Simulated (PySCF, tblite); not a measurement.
# C₅H₄FN: protonation, NMR shifts, electronic excitations, part 1 of 2

Aim: compute the protonation, NMR shifts, electronic excitations of C₅H₄FN (`Fc1ccccn1`).

Programs: tblite 0.8.0 and PySCF 2.14.0, with routines of our own; each step states its level. All values are computed. Atoms count from 0.

### Step 1. The starting structure

11 atoms, charge 0, multiplicity 1; geometry from: start built from the parent or by distance geometry.

### Step 2. Optimising the geometry with GFN2-xTB

What the job is given:

```
{"job": {"kind": "relax", "xc": "GFN2-xTB", "basis": "xTB"}, "charge": 0, "multiplicity": 1}
F      2.712800    -0.874200    -0.086700
C      1.366100    -0.547400    -0.069800
C      0.997100     0.757100     0.023600
C     -0.367000     1.150400     0.037600
C     -1.299300     0.108600     0.036400
C     -0.922500    -1.212500    -0.050900
N      0.406200    -1.482300    -0.086100
H      1.750900     1.569600     0.050600
H     -0.652400     2.177100     0.110100
H     -2.352900     0.398500     0.059700
H     -1.628000    -2.039500    -0.076400
```

Launch:

```
> OMP_NUM_THREADS=1 python redox_run.py task.json out
```

This one command runs all jobs of the session in turn.

The log of the run:

```text
step      E/eV     max force
  0    -554.24251    3.044
  1    -554.46932    1.528
  2    -554.56938    1.091
  3    -554.64055    0.437
  4    -554.64743    0.288
  5    -554.65497    0.220
  6    -554.65767    0.169
  7    -554.66043    0.135
  8    -554.66099    0.077
  9    -554.66122    0.039
 10    -554.66132    0.025
 11    -554.66137    0.018
 12    -554.66140    0.016
 13    -554.66142    0.014
 14    -554.66143    0.008
```

It took 0.06 s on 1 thread of Intel Xeon Platinum 8488C, shared host.

Relaxation path:

```csv
step,energy from step 0 (eV),largest force (eV/Å)
0,0.0000,3.0437
1,-0.2268,1.5278
2,-0.3269,1.0910
3,-0.3980,0.4374
4,-0.4049,0.2882
5,-0.4125,0.2196
6,-0.4152,0.1694
7,-0.4179,0.1351
8,-0.4185,0.0769
9,-0.4187,0.0387
10,-0.4188,0.0251
11,-0.4189,0.0176
12,-0.4189,0.0164
13,-0.4189,0.0136
14,-0.4189,0.0077
```

Close pairs (by a distance rule), those that changed most:

```csv
bond,before (Å),after (Å),change (Å)
F0–C1,1.386,1.340,-0.046
C2–C3,1.420,1.384,-0.036
C5–N6,1.356,1.323,-0.033
C2–H7,1.109,1.078,-0.031
C1–C2,1.359,1.388,+0.029
C1–N6,1.340,1.311,-0.029
C4–H9,1.093,1.078,-0.015
C3–H8,1.068,1.080,+0.012
```

The next job starts from the end point, and lists it.

### Step 3. Harmonic vibrations with GFN2-xTB

What the job is given:

```
{"job": {"kind": "ir", "xc": "GFN2-xTB", "basis": "xTB"}, "charge": 0, "multiplicity": 1}
F      2.585930    -0.912174    -0.092341
C      1.299305    -0.539745    -0.053778
C      0.992327     0.812127     0.018314
C     -0.350753     1.142936     0.056053
C     -1.298445     0.128405     0.023946
C     -0.858518    -1.182654    -0.048683
N      0.422232    -1.513393    -0.088422
H      1.775016     1.552603     0.043976
H     -0.654194     2.177825     0.110055
H     -2.352426     0.352845     0.055788
H     -1.549626    -2.013434    -0.076837
```

The log of the run:

```text
mode    cm-1     km/mol
  1     203.3      0.54
  2     380.8      3.01
  3     390.3      2.32
  4     473.2      0.90
  5     515.7      2.44
  6     598.7      4.73
  7     695.8      7.55
  8     774.3     44.78
  9     827.4     31.78
 10     885.0      0.88
 11     915.4      0.00
 12     933.8      0.03
 13    1011.3     27.91
 14    1079.8      1.41
 15    1119.3      1.95
 16    1157.3      2.17
 17    1227.1     95.23
 18    1249.6     47.53
 19    1295.4      3.30
 20    1410.3     90.02
 21    1437.3     36.28
 22    1575.7     49.35
 23    1588.4     96.21
 24    3073.4     14.41
 25    3085.8     15.17
 26    3108.2     25.86
 27    3113.8      8.98
ZPE 204.121  H(298)-E 220.375  G(298)-E 128.165 kJ/mol  S 309.27 J/(mol K)
```

Run time: 0.22 s. Hardware: 1 thread of Intel Xeon Platinum 8488C, shared host.

The strongest bands and the atoms that carry them (share of the mass-weighted mode):

```csv
cm⁻¹,km/mol,atoms
774,44.8,"H9 27 %, H8 18 %, H7 17 %, C1 13 %"
827,31.8,"F0 27 %, C5 25 %, C3 17 %, C4 11 %"
1227,95.2,"C1 32 %, H8 24 %, H10 12 %"
1250,47.5,"H10 49 %, C1 26 %"
1410,90.0,"C4 16 %, C1 15 %, N6 14 %, H8 14 %"
1437,36.3,"C1 19 %, C5 15 %, C2 14 %, C4 11 %"
1576,49.4,"C3 35 %, N6 19 %, C2 12 %, C5 12 %"
1588,96.2,"C1 25 %, C4 21 %, C5 20 %, C2 19 %"
```

### Step 4. Optimising the geometry at PBE0-D3(BJ)/def2-SVP

The job, as its differences from that of step 3:

```diff
@@ -1,2 +1,2 @@
-{"job": {"kind": "ir", "xc": "GFN2-xTB", "basis": "xTB"}, "charge": 0, "multiplicity": 1}
+{"job": {"xc": "PBE0", "basis": "def2-SVP", "d3": "d3bj", "grid": 1, "kind": "geom"}, "charge": 0, "multiplicity": 1}
 F      2.585930    -0.912174    -0.092341
```

The log of the run:

```text
step   0  E = -346.89864244  max force = 0.012460
step   1  E = -346.89965497  max force = 0.002615
step   2  E = -346.89968594  max force = 0.000625
step   3  E = -346.89969669  max force = 0.001794
step   4  E = -346.89970210  max force = 0.001390
step   5  E = -346.89971241  max force = 0.000294
optimisation converged
```

Wall time 27 s (1 thread of Intel Xeon Platinum 8488C, shared host).

Relaxation path:

```csv
step,energy from step 0 (eV),largest force component (eV/Å)
0,0.0000,0.6407
1,-0.0276,0.1345
2,-0.0284,0.0321
3,-0.0287,0.0923
4,-0.0288,0.0715
5,-0.0291,0.0151
```

Distances of close pairs at the start and the end, largest changes first:

```csv
bond,before (Å),after (Å),change (Å)
F0–C1,1.340,1.325,-0.015
C5–H10,1.081,1.095,+0.014
C4–H9,1.078,1.091,+0.013
C2–H7,1.078,1.091,+0.013
C3–H8,1.080,1.092,+0.013
C5–N6,1.323,1.333,+0.010
C3–C4,1.389,1.397,+0.008
C1–C2,1.388,1.396,+0.007
```

The final coordinates are the input of the step that follows.

```csv
at the end point,value
point group (found at 0.08 Å tolerance),Cs
"rotational constants (GHz, main isotopes)","5.906, 2.706, 1.856"
dipole moment (D),3.11
```

### Step 5. Harmonic vibrations (C5H4FN): PBE0-D3(BJ)/def2-SVP

What the job is given:

```
{"job": {"xc": "PBE0", "basis": "def2-SVP", "d3": "d3bj", "grid": 2, "kind": "hessian"}, "charge": 0, "multiplicity": 1}
F      2.509973    -1.094054     0.004749
C      1.262661    -0.645669    -0.001182
C      1.054797     0.734285     0.015979
C     -0.263989     1.169793     0.009522
C     -1.292690     0.225517    -0.013235
C     -0.944690    -1.121734    -0.028587
N      0.318044    -1.549792    -0.022327
H      1.903779     1.418638     0.033651
H     -0.487851     2.239012     0.022464
H     -2.341178     0.527296    -0.019055
H     -1.718523    -1.896807    -0.046953
```

The log of the run:

```text
coarse grid: 10064 points
cycle   1  E = -346.7992701584  dE =  1.221e+00  |g| = 5.279e-01  |ddm| = 3.849e+00
cycle   2  E = -346.7617550917  dE =  3.752e-02  |g| = 7.085e-01  |ddm| = 1.066e+00
cycle   3  E = -346.8541895117  dE = -9.243e-02  |g| = 6.384e-02  |ddm| = 6.198e-01
cycle   4  E = -346.8549037600  dE = -7.142e-04  |g| = 3.885e-02  |ddm| = 1.074e-01
cycle   5  E = -346.8553031983  dE = -3.994e-04  |g| = 9.511e-03  |ddm| = 4.673e-02
cycle   6  E = -346.8553263660  dE = -2.317e-05  |g| = 2.438e-03  |ddm| = 1.207e-02
cycle   7  E = -346.8553277615  dE = -1.395e-06  |g| = 6.384e-04  |ddm| = 2.613e-03
final grid: 100128 points
cycle   8  E = -346.8996578273  dE = -2.146e-05  |g| = 6.237e-03  |ddm| = 2.464e-02
cycle   9  E = -346.8996525027  dE =  5.325e-06  |g| = 8.347e-03  |ddm| = 1.409e-02
cycle  10  E = -346.8996672558  dE = -1.475e-05  |g| = 1.192e-03  |ddm| = 8.460e-03
cycle  11  E = -346.8996675533  dE = -2.975e-07  |g| = 2.563e-04  |ddm| = 1.276e-03
cycle  12  E = -346.8996675667  dE = -1.332e-08  |g| = 1.151e-04  |ddm| = 3.547e-04
cycle  13  E = -346.8996675698  dE = -3.138e-09  |g| = 1.829e-05  |ddm| = 1.420e-04
cycle  14  E = -346.8996675699  dE = -7.981e-11  |g| = 6.768e-06  |ddm| = 2.351e-05
converged SCF energy = -346.8996675699

mode    cm-1
  1     222.7
  2     430.1
  3     444.3
  4     533.6
  5     567.2
  6     631.4
  7     757.2
  8     802.8
  9     870.3
 10     895.0
 11     990.7
 12    1019.2
 13    1019.9
 14    1072.1
 15    1117.9
 16    1152.9
 17    1305.9
 18    1342.8
 19    1386.7
 20    1483.6
 21    1536.1
 22    1683.0
 23    1685.8
 24    3191.6
 25    3220.5
 26    3241.4
 27    3248.4
ZPE 214.448  H(298)-E 229.886  G(298)-E 139.014 kJ/mol  S 304.79 J/(mol K)
```

It took 3.5 min on 1 thread of Intel Xeon Platinum 8488C, shared host; peak memory 1.7 GiB.

Zero-point energy 214.45 kJ/mol (xTB gave 204.12).

### Step 6. Single point (C5H4FN): wB97X-D3(BJ)/def2-TZVP

Geometry: PBE0-D3(BJ)/def2-SVP.

The job, as its differences from that of step 5:

```diff
@@ -1,2 +1,2 @@
-{"job": {"xc": "PBE0", "basis": "def2-SVP", "d3": "d3bj", "grid": 2, "kind": "hessian"}, "charge": 0, "multiplicity": 1}
+{"job": {"kind": "sp", "xc": "wB97X", "basis": "def2-TZVP", "d3": "d3bj", "grid": 2}, "charge": 0, "multiplicity": 1}
 F      2.509973    -1.094054     0.004749
```

The log of the run:

```text
coarse grid: 10064 points
cycle   1  E = -347.7155924949  dE =  1.607e+00  |g| = 5.969e-01  |ddm| = 2.847e+00
cycle   2  E = -347.7329432340  dE = -1.735e-02  |g| = 6.076e-01  |ddm| = 8.349e-01
cycle   3  E = -347.7886521657  dE = -5.571e-02  |g| = 5.243e-02  |ddm| = 4.436e-01
cycle   4  E = -347.7891956190  dE = -5.435e-04  |g| = 2.559e-02  |ddm| = 8.326e-02
cycle   5  E = -347.7893413581  dE = -1.457e-04  |g| = 7.958e-03  |ddm| = 3.832e-02
cycle   6  E = -347.7893569643  dE = -1.561e-05  |g| = 1.534e-03  |ddm| = 1.288e-02
cycle   7  E = -347.7893583162  dE = -1.352e-06  |g| = 1.040e-03  |ddm| = 5.435e-03
final grid: 100128 points
cycle   8  E = -347.7723876288  dE = -5.338e-05  |g| = 5.186e-03  |ddm| = 4.611e-02
cycle   9  E = -347.7723881560  dE = -5.272e-07  |g| = 4.993e-03  |ddm| = 9.168e-03
cycle  10  E = -347.7723913044  dE = -3.148e-06  |g| = 4.933e-04  |ddm| = 4.310e-03
cycle  11  E = -347.7723913462  dE = -4.173e-08  |g| = 1.890e-04  |ddm| = 5.484e-04
cycle  12  E = -347.7723913553  dE = -9.116e-09  |g| = 4.171e-05  |ddm| = 2.395e-04
converged SCF energy = -347.7723913553
```

It took 16 s on 1 thread of Intel Xeon Platinum 8488C, shared host; peak memory 1 GiB.

### Step 7. Relaxing the molecule with GFN2-xTB

This step treats C5H5FN+, `Fc1cccc[nH+]1`.

What the job is given:

```
{"job": {"kind": "relax", "xc": "GFN2-xTB", "basis": "xTB"}, "charge": 1, "multiplicity": 1}
F      2.526200    -1.100200    -0.000500
C      1.251900    -0.637000    -0.024200
C      1.072200     0.726700     0.019200
C     -0.266500     1.184400    -0.011100
C     -1.295900     0.221700    -0.001900
C     -0.955700    -1.123500    -0.037400
N      0.318500    -1.544000    -0.033300
H      1.915200     1.427700     0.038700
H     -0.478800     2.232200     0.021200
H     -2.350500     0.524600    -0.013800
H     -1.725400    -1.900800    -0.053800
H      0.448300    -1.774000    -1.030000
```

The log of the run:

```text
step      E/eV     max force
  0    -554.94021    4.974
  1    -555.29769    2.303
  2    -555.46871    2.073
  3    -555.83790    2.095
  4    -555.98412    1.598
  5    -556.25121    1.185
  6    -556.35121    1.037
  7    -556.43616    1.750
  8    -556.48440    1.135
  9    -556.56695    0.619
 10    -556.62513    0.460
 11    -556.66120    0.424
 12    -556.70361    0.354
 13    -556.72132    0.285
 14    -556.73201    0.239
 15    -556.73848    0.239
 16    -556.74587    0.304
 17    -556.75499    0.402
 18    -556.76400    0.386
 19    -556.77197    0.267
 20    -556.77835    0.205
 21    -556.78265    0.167
 22    -556.78517    0.153
 23    -556.78670    0.128
 24    -556.78780    0.084
 25    -556.78854    0.068
 26    -556.78884    0.044
 27    -556.78896    0.032
 28    -556.78907    0.045
 29    -556.78922    0.044
 30    -556.78934    0.029
 31    -556.78940    0.019
 32    -556.78943    0.012
 33    -556.78945    0.014
 34    -556.78947    0.007
```

Run time: 0.23 s. Hardware: 1 thread of Intel Xeon Platinum 8488C, shared host.

Relaxation path: (not every step is listed)

```csv
step,energy from step 0 (eV),largest force (eV/Å)
0,0.0000,4.9740
1,-0.3575,2.3027
2,-0.5285,2.0734
3,-0.8977,2.0950
4,-1.0439,1.5982
5,-1.3110,1.1850
6,-1.4110,1.0365
7,-1.4959,1.7504
8,-1.5442,1.1354
10,-1.6849,0.4596
12,-1.7634,0.3535
14,-1.7918,0.2393
16,-1.8057,0.3040
18,-1.8238,0.3861
20,-1.8381,0.2050
22,-1.8450,0.1531
24,-1.8476,0.0841
26,-1.8486,0.0437
28,-1.8489,0.0455
29,-1.8490,0.0445
30,-1.8491,0.0292
31,-1.8492,0.0189
32,-1.8492,0.0123
33,-1.8492,0.0144
34,-1.8493,0.0073
```

Close pairs (by a distance rule), those that changed most:

```csv
bond,before (Å),after (Å),change (Å)
F0–C1,1.356,1.308,-0.048
C1–N6,1.302,1.339,+0.038
C2–C3,1.415,1.387,-0.028
C4–H9,1.097,1.079,-0.019
C2–H7,1.097,1.080,-0.017
C3–C4,1.409,1.396,-0.014
C5–H10,1.094,1.081,-0.014
C4–C5,1.388,1.377,-0.011
```

The end geometry stands in the next job.

### Step 8. Vibrational analysis with GFN2-xTB

What the job is given:

```
{"job": {"kind": "ir", "xc": "GFN2-xTB", "basis": "xTB"}, "charge": 1, "multiplicity": 1}
F      2.507220    -1.049358    -0.244696
C      1.299514    -0.552405    -0.163835
C      1.053222     0.795847     0.018017
C     -0.270096     1.206391     0.091256
C     -1.298348     0.269182    -0.019022
C     -0.985174    -1.059059    -0.203043
N      0.300702    -1.438283    -0.270181
H      1.879494     1.486225     0.097018
H     -0.500543     2.251895     0.233860
H     -2.330988     0.576052     0.037046
H     -1.739150    -1.827205    -0.297835
H      0.543626    -2.421456    -0.405438
```

The log of the run:

```text
mode    cm-1     km/mol
  1     212.3      5.53
  2     353.6      1.41
  3     385.9     12.81
  4     470.5      4.69
  5     505.3      6.99
  6     592.7      0.13
  7     668.0      0.00
  8     762.4    207.62
  9     827.0      4.07
 10     833.8     23.91
 11     890.9      4.88
 12     923.4      0.05
 13     947.0      0.30
 14     990.6     11.02
 15    1061.0      0.74
 16    1098.7     16.10
 17    1151.5      2.40
 18    1185.4      4.77
 19    1242.3      0.41
 20    1266.0     50.45
 21    1329.4      5.70
 22    1396.0      6.60
 23    1472.7    175.74
 24    1551.1     50.91
 25    1582.8    166.99
 26    3090.6     19.64
 27    3097.2      5.01
 28    3108.2     39.02
 29    3116.9     22.87
 30    3286.4    149.57
ZPE 235.663  H(298)-E 252.269  G(298)-E 159.461 kJ/mol  S 311.28 J/(mol K)
```

Wall time 0.32 s (1 thread of Intel Xeon Platinum 8488C, shared host).

Which atoms move in the most intense modes:

```csv
cm⁻¹,km/mol,atoms
762,207.6,"H11 35 %, H9 15 %, H10 12 %, C1 11 %"
834,23.9,"F0 25 %, C5 25 %, C3 19 %, C4 10 %"
1266,50.5,"C1 29 %, H8 14 %, F0 13 %"
1473,175.7,"C1 25 %, C3 15 %, C5 15 %, C4 11 %"
1551,50.9,"C3 27 %, N6 22 %, C4 18 %, C1 16 %"
1583,167.0,"C2 26 %, C1 25 %, C5 21 %, C4 14 %"
3108,39.0,"H7 74 %, H8 12 %"
3286,149.6,H11 93 %
```

### Step 9. Geometry optimisation at PBE0-D3(BJ)/def2-SVP

This step treats C₅H₅FN+, `Fc1cccc[nH+]1`.

The job, as its differences from that of step 8:

```diff
@@ -1,2 +1,2 @@
-{"job": {"kind": "ir", "xc": "GFN2-xTB", "basis": "xTB"}, "charge": 1, "multiplicity": 1}
+{"job": {"xc": "PBE0", "basis": "def2-SVP", "d3": "d3bj", "grid": 1, "kind": "geom"}, "charge": 1, "multiplicity": 1}
 F      2.507220    -1.049358    -0.244696
```

The log of the run:

```text
step   0  E = -347.25371727  max force = 0.018719
step   1  E = -347.25450466  max force = 0.004940
step   2  E = -347.25396148  max force = 0.010000
step   3  E = -347.25463712  max force = 0.003828
step   4  E = -347.25471031  max force = 0.002990
step   5  E = -347.25473014  max force = 0.000303
step   6  E = -347.25473200  max force = 0.001270
step   7  E = -347.25473401  max force = 0.000219
optimisation converged
```

It took 46 s on 1 thread of Intel Xeon Platinum 8488C, shared host.

Step by step: (the energy doesn't fall at every step)

```csv
step,energy from step 0 (eV),largest force component (eV/Å)
0,0.0000,0.9626
1,-0.0214,0.2540
2,-0.0066,0.5142
3,-0.0250,0.1968
4,-0.0270,0.1538
5,-0.0276,0.0156
6,-0.0276,0.0653
7,-0.0277,0.0113
```

Distances of close pairs at the start and the end, largest changes first:

```csv
bond,before (Å),after (Å),change (Å)
F0–C1,1.308,1.292,-0.017
C3–H8,1.080,1.093,+0.013
C4–H9,1.079,1.091,+0.012
C2–H7,1.080,1.091,+0.012
C5–H10,1.081,1.091,+0.011
C5–N6,1.342,1.353,+0.010
C3–C4,1.396,1.402,+0.007
C2–C3,1.387,1.391,+0.003
```

The next job starts from the end point, and lists it.

```csv
at the end point,value
point group (found at 0.08 Å tolerance),Cs
"rotational constants (GHz, main isotopes)","5.686, 2.664, 1.814"
```

### Step 10. Harmonic vibrations (C₅H₅FN+): PBE0-D3(BJ)/def2-SVP

What the job is given:

```
{"job": {"xc": "PBE0", "basis": "def2-SVP", "d3": "d3bj", "grid": 2, "kind": "hessian"}, "charge": 1, "multiplicity": 1}
F      2.543246    -0.932581    -0.078678
C      1.329966    -0.489106    -0.082166
C      1.006019     0.853849    -0.010483
C     -0.342241     1.194482    -0.023853
C     -1.330290     0.202768    -0.106802
C     -0.945469    -1.117326    -0.174863
N      0.371649    -1.424790    -0.159853
H      1.807611     1.591811     0.053279
H     -0.629635     2.247621     0.031094
H     -2.390982     0.456865    -0.119192
H     -1.641017    -1.955695    -0.242056
H      0.669641    -2.401955    -0.210635
```

The log of the run:

```text
coarse grid: 10680 points
cycle   1  E = -347.1353294443  dE =  1.598e+00  |g| = 5.731e-01  |ddm| = 3.908e+00
cycle   2  E = -347.0142724934  dE =  1.211e-01  |g| = 9.449e-01  |ddm| = 1.360e+00
cycle   3  E = -347.2101290977  dE = -1.959e-01  |g| = 8.421e-02  |ddm| = 8.567e-01
cycle   4  E = -347.2111128614  dE = -9.838e-04  |g| = 5.445e-02  |ddm| = 1.197e-01
cycle   5  E = -347.2118243694  dE = -7.115e-04  |g| = 7.366e-03  |ddm| = 5.319e-02
cycle   6  E = -347.2118328723  dE = -8.503e-06  |g| = 3.969e-03  |ddm| = 1.021e-02
cycle   7  E = -347.2118367981  dE = -3.926e-06  |g| = 3.879e-04  |ddm| = 3.766e-03
final grid: 105496 points
cycle   8  E = -347.2546587163  dE = -2.556e-05  |g| = 5.664e-03  |ddm| = 2.536e-02
cycle   9  E = -347.2546566637  dE =  2.053e-06  |g| = 6.791e-03  |ddm| = 1.072e-02
cycle  10  E = -347.2546667366  dE = -1.007e-05  |g| = 1.147e-03  |ddm| = 6.141e-03
cycle  11  E = -347.2546669823  dE = -2.457e-07  |g| = 1.658e-04  |ddm| = 1.178e-03
cycle  12  E = -347.2546669861  dE = -3.806e-09  |g| = 8.593e-05  |ddm| = 2.156e-04
cycle  13  E = -347.2546669880  dE = -1.907e-09  |g| = 2.652e-05  |ddm| = 1.114e-04
cycle  14  E = -347.2546669882  dE = -1.896e-10  |g| = 4.249e-06  |ddm| = 2.683e-05
cycle  15  E = -347.2546669882  dE = -3.638e-12  |g| = 1.882e-06  |ddm| = 5.315e-06
converged SCF energy = -347.2546669882

mode    cm-1
  1     233.6
  2     402.6
  3     431.5
  4     515.0
  5     549.0
  6     633.1
  7     731.0
  8     786.7
  9     827.9
 10     871.2
 11     914.8
 12    1001.3
 13    1031.8
 14    1047.3
 15    1061.6
 16    1119.6
 17    1177.3
 18    1248.0
 19    1350.3
 20    1394.7
 21    1422.7
 22    1502.8
 23    1602.0
 24    1696.8
 25    1732.7
 26    3237.6
 27    3256.4
 28    3257.5
 29    3267.1
 30    3556.8
ZPE 250.381  H(298)-E 266.146  G(298)-E 174.717 kJ/mol  S 306.65 J/(mol K)
```

Run time: 4.4 min. Hardware: 1 thread of Intel Xeon Platinum 8488C, shared host; peak memory 1.8 GiB.

Zero-point energy 250.38 kJ/mol (xTB gave 235.66).

### Step 11. Single point (C₅H₅FN+): wB97X-D3(BJ)/def2-TZVP

Geometry: PBE0-D3(BJ)/def2-SVP.

The job, as its differences from that of step 10:

```diff
@@ -1,2 +1,2 @@
-{"job": {"xc": "PBE0", "basis": "def2-SVP", "d3": "d3bj", "grid": 2, "kind": "hessian"}, "charge": 1, "multiplicity": 1}
+{"job": {"kind": "sp", "xc": "wB97X", "basis": "def2-TZVP", "d3": "d3bj", "grid": 2}, "charge": 1, "multiplicity": 1}
 F      2.543246    -0.932581    -0.078678
```

The log of the run:

```text
coarse grid: 10680 points
cycle   1  E = -348.0364306382  dE =  2.046e+00  |g| = 6.697e-01  |ddm| = 2.883e+00
cycle   2  E = -348.0545953552  dE = -1.816e-02  |g| = 7.184e-01  |ddm| = 9.108e-01
cycle   3  E = -348.1434492437  dE = -8.885e-02  |g| = 7.559e-02  |ddm| = 4.553e-01
cycle   4  E = -348.1443897565  dE = -9.405e-04  |g| = 3.015e-02  |ddm| = 8.237e-02
cycle   5  E = -348.1445706860  dE = -1.809e-04  |g| = 7.550e-03  |ddm| = 4.165e-02
cycle   6  E = -348.1445830148  dE = -1.233e-05  |g| = 1.700e-03  |ddm| = 9.137e-03
cycle   7  E = -348.1445841394  dE = -1.125e-06  |g| = 8.559e-04  |ddm| = 2.922e-03
final grid: 105496 points
cycle   8  E = -348.1259523761  dE = -5.645e-05  |g| = 5.856e-03  |ddm| = 5.184e-02
cycle   9  E = -348.1259528434  dE = -4.673e-07  |g| = 5.742e-03  |ddm| = 9.215e-03
cycle  10  E = -348.1259569540  dE = -4.111e-06  |g| = 4.841e-04  |ddm| = 4.351e-03
cycle  11  E = -348.1259570002  dE = -4.616e-08  |g| = 1.953e-04  |ddm| = 5.632e-04
cycle  12  E = -348.1259570110  dE = -1.086e-08  |g| = 5.810e-05  |ddm| = 1.846e-04
cycle  13  E = -348.1259570122  dE = -1.179e-09  |g| = 2.230e-05  |ddm| = 6.814e-05
converged SCF energy = -348.1259570122
```

Wall time 18 s (1 thread of Intel Xeon Platinum 8488C, shared host); peak memory 1 GiB.

### Step 12. Single point (C₅H₄FN): wB97X-D3(BJ)/def2-TZVP in benzonitrile

Geometry: PBE0-D3(BJ)/def2-SVP.

What the job is given:

```
{"job": {"kind": "sp", "xc": "wB97X", "basis": "def2-TZVP", "d3": "d3bj", "grid": 2, "solvent": "benzonitrile"}, "charge": 0, "multiplicity": 1}
F      2.509973    -1.094054     0.004749
C      1.262661    -0.645669    -0.001182
C      1.054797     0.734285     0.015979
C     -0.263989     1.169793     0.009522
C     -1.292690     0.225517    -0.013235
C     -0.944690    -1.121734    -0.028587
N      0.318044    -1.549792    -0.022327
H      1.903779     1.418638     0.033651
H     -0.487851     2.239012     0.022464
H     -2.341178     0.527296    -0.019055
H     -1.718523    -1.896807    -0.046953
```

The log of the run:

```text
final grid: 100128 points
cycle   1  E = -347.7797843251  dE = -1.131e-03  |g| = 2.499e-02  |ddm| = 1.880e-01
cycle   2  E = -347.7798886423  dE = -1.043e-04  |g| = 2.198e-02  |ddm| = 8.375e-02
cycle   3  E = -347.7799948904  dE = -1.062e-04  |g| = 3.950e-03  |ddm| = 1.587e-02
cycle   4  E = -347.7800034062  dE = -8.516e-06  |g| = 1.745e-03  |ddm| = 2.122e-02
cycle   5  E = -347.7800043639  dE = -9.577e-07  |g| = 4.290e-04  |ddm| = 7.181e-03
cycle   6  E = -347.7800044212  dE = -5.727e-08  |g| = 1.631e-04  |ddm| = 1.783e-03
cycle   7  E = -347.7800044297  dE = -8.460e-09  |g| = 4.947e-05  |ddm| = 6.445e-04
converged SCF energy = -347.7800044297
```

Run time: 14 s. Hardware: 1 thread of Intel Xeon Platinum 8488C, shared host; peak memory 1.3 GiB.

(Continued in part 2 of 2.)
